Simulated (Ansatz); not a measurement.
# B₂H₈SiSn: basis-set convergence

One table from this session's results is given with a row withheld; the runs are named, their logs left out.

The runs use Ansatz 0.2.0, Gaussian basis; one geometry, several basis sets.

Plan: PBE0-D4/def2-SVP; ωB97M-V/def2-SVP; PBE0-D4/def2-QZVPP; ωB97M-V/def2-QZVPP; the functionals' def2-TZVPP values are taken from earlier runs.

### Structure used throughout

An earlier PBE0-D4 in a triple-zeta def2 set relaxation fixed the geometry. Sn takes the def2 core potential; no spin-orbit term is included.

SMILES `B[B]([SiH3])[SnH3]`, 12 atoms, charge 0, spin multiplicity 1.

Atoms are counted from 1 here; the program's logs count them from 0.

Bond lengths: B1–B2 1.570 Å, B1–H5 1.202 Å, B1–H6 1.202 Å, B2–Si3 1.987 Å, B2–Sn4 2.314 Å, Si3–H7 1.492 Å, Si3–H8 1.486 Å, Si3–H9 1.488 Å, Sn4–H10 1.706 Å, Sn4–H11 1.708 Å, Sn4–H12 1.708 Å. Angles: B2–B1–H5 121.3°, B2–B1–H6 120.9°, H5–B1–H6 117.1°, B1–B2–Si3 152.9°, B1–B2–Sn4 91.4°, Si3–B2–Sn4 115.5°, B2–Si3–H7 104.5°, B2–Si3–H8 113.6°, B2–Si3–H9 112.8°, H7–Si3–H8 108.8°, H7–Si3–H9 108.3°, H8–Si3–H9 108.7°, B2–Sn4–H10 116.7°, B2–Sn4–H11 106.6°, B2–Sn4–H12 107.1°, H10–Sn4–H11 108.5°, H10–Sn4–H12 108.4°, H11–Sn4–H12 109.5°.

The first run:

Input file in.yaml:

```yaml
crystal:
  periodic: [false, false, false]
  atoms:
    - {symbol: B, position_ang: [-0.795693, 1.639148, -0.535146]}
    - {symbol: B, position_ang: [-0.365654, 0.393338, 0.317729]}
    - {symbol: Si, position_ang: [-0.199053, -0.608284, 2.025750]}
    - {symbol: Sn, position_ang: [0.690927, -0.563212, -1.505825]}
    - {symbol: H, position_ang: [-1.794237, 1.624256, -1.204051]}
    - {symbol: H, position_ang: [-0.054604, 2.574481, -0.679057]}
    - {symbol: H, position_ang: [1.127965, -0.198661, 2.570610]}
    - {symbol: H, position_ang: [-1.251399, -0.268403, 3.018903]}
    - {symbol: H, position_ang: [-0.187150, -2.083002, 1.829159]}
    - {symbol: H, position_ang: [0.715973, 0.354196, -2.943831]}
    - {symbol: H, position_ang: [-0.113861, -2.036977, -1.817001]}
    - {symbol: H, position_ang: [2.303784, -0.882079, -1.043241]}
basis:
  gaussian: {orbitals: def2-SVP}
hamiltonian: {xc: pbe0, dispersion: d4}
output: {orbitals: {seedname: orbitals}}
```

Steps of the session up to this table: PBE0-D4 in def2-SVP; ωB97M-V in def2-SVP; PBE0-D4 in def2-QZVPP; ωB97M-V in def2-QZVPP.

One of the session's tables, all rows but one given; the rest of the session is left out.

It belongs to the step «Density functionals: the series». 

| functional | basis | HOMO (eV) | LUMO (eV) |
| --- | --- | --- | --- |
| PBE0-D4 | def2-SVP | -7.44 | -2.48 |
| PBE0-D4 | def2-TZVPP | -7.45 | -2.53 |
| PBE0-D4 | def2-QZVPP | -7.45 | -2.54 |
| ωB97M-V | def2-SVP | ? | ? |
| ωB97M-V | def2-TZVPP | -9.47 | -0.57 |
| ωB97M-V | def2-QZVPP | -9.47 | -0.59 |

Estimate the missing values for ωB97M-V, def2-SVP.

The run gave: HOMO (eV): -9.42; LUMO (eV): -0.46. In the column «HOMO (eV)» it lies between ωB97M-V, def2-QZVPP (-9.47) and PBE0-D4, def2-TZVPP (-7.45).
